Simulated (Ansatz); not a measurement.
# Cl₂H₂Se₂Sn: one species, many methods

The task here is to estimate one member of a computed series from the others.

Computed with Ansatz 0.2.0, Gaussian basis. Level: functionals in def2-TZVPP, the program's frozen cores in correlated methods.

The runs, in order: LDA (SPW92), PBE-D4, revPBE-D4, BLYP-D4, r2SCAN-D4, B97M-V, PBE0-D4, B3LYP-D4, r2SCANh-D4, r2SCAN0-D4, HSE06-D4, BHLYP-D4, CAM-B3LYP-D4, LC-ωPBE, ωB97X-V, ωB97M-V, B2PLYP, PBE-QIDH; CCSD(T)/def2-SVP; MP2/def2-TZVPP; MP2/def2-QZVPP; RPA on PBE.

## Structure used throughout

An earlier PBE0-D4 in a triple-zeta def2 set relaxation fixed the geometry. Sn takes the def2 core potential; no spin-orbit term is included.

SMILES `[Cl][Sn]([Cl])([SeH])[SeH]`, 7 atoms, charge 0, spin multiplicity 1.

Atoms are counted from 1 here; the program's logs count them from 0.

Bond lengths: Cl1–Sn2 2.315 Å, Sn2–Cl3 2.315 Å, Sn2–Se4 2.504 Å, Sn2–Se5 2.504 Å, Se4–H6 1.471 Å, Se5–H7 1.471 Å. Angles: Cl1–Sn2–Cl3 106.7°, Cl1–Sn2–Se4 112.6°, Cl1–Sn2–Se5 104.5°, Cl3–Sn2–Se4 104.4°, Cl3–Sn2–Se5 112.6°, Se4–Sn2–Se5 115.8°, Sn2–Se4–H6 90.3°, Sn2–Se5–H7 90.3°.

The first run:

The input, in.yaml:

```yaml
crystal:
  periodic: [false, false, false]
  atoms:
    - {symbol: Cl, position_ang: [-0.686115, -2.600562, -0.427947]}
    - {symbol: Sn, position_ang: [0.146561, -0.542254, 0.228695]}
    - {symbol: Cl, position_ang: [1.615748, -0.943951, 1.972643]}
    - {symbol: Se, position_ang: [-1.612837, 0.936976, 1.222012]}
    - {symbol: Se, position_ang: [1.293074, 0.348251, -1.811603]}
    - {symbol: H, position_ang: [-2.229118, 1.106139, -0.102651]}
    - {symbol: H, position_ang: [1.533988, 1.627401, -1.126847]}
basis:
  gaussian: {orbitals: def2-TZVPP}
hamiltonian: {xc: lda}
output: {orbitals: {seedname: orbitals}}
```

Run with:

```console
> ansatz run in.yaml --threads 4 --pin off --events-out ev --progress --plain --max-ram 11315MiB
```

Steps of the session up to this table: LDA; PBE-D4 (GGA); revPBE-D4 (GGA); BLYP-D4 (GGA); r2SCAN-D4 (meta-GGA); B97M-V (meta-GGA); PBE0-D4 (hybrid); B3LYP-D4 (hybrid); r2SCANh-D4 (hybrid); r2SCAN0-D4 (hybrid); HSE06-D4 (hybrid); BHLYP-D4 (hybrid); CAM-B3LYP-D4 (range-separated); LC-ωPBE (range-separated); ωB97X-V (range-separated); ωB97M-V (range-separated); B2PLYP (double hybrid); PBE-QIDH (double hybrid).

One table of the session follows, with a row left open; its other results are not shown here.

It belongs to the step «Frontier levels by functional». 

```
  functional  HOMO (eV)  LUMO (eV)  gap (eV)
 LDA (SPW92)      -6.70      -3.81      2.88
      PBE-D4      -6.54      -3.52      3.02
   revPBE-D4      -6.49      -3.43      3.06
     BLYP-D4      -6.36      -3.44      2.91
   r2SCAN-D4      -6.85      -3.41      3.45
      B97M-V      -6.91      -3.22      3.69
     PBE0-D4      -7.72      -2.72      4.99
    B3LYP-D4      -7.46      -2.99      4.47
  r2SCANh-D4      -7.28      -3.11      4.17
  r2SCAN0-D4          ?          ?         ?
    HSE06-D4      -7.32      -3.09      4.23
    BHLYP-D4      -8.71      -1.82      6.89
CAM-B3LYP-D4      -8.98      -1.79      7.20
     LC-ωPBE     -10.36      -0.65      9.71
     ωB97X-V     -10.01      -0.73      9.27
     ωB97M-V      -9.85      -0.83      9.02
```

**Question.** Estimate the row for r2SCAN0-D4.

Worked estimate for «HOMO (eV)». Against the share of exact exchange, r2SCAN-D4 (0, -6.85), r2SCANh-D4 (0.1, -7.28) give a slope of -4.30 per unit share; at 0.25 the line stands at -7.92.

**Answer.** HOMO (eV): -7.92; LUMO (eV): -2.66; gap (eV): 5.25. In «HOMO (eV)» the line misses by 0.00.
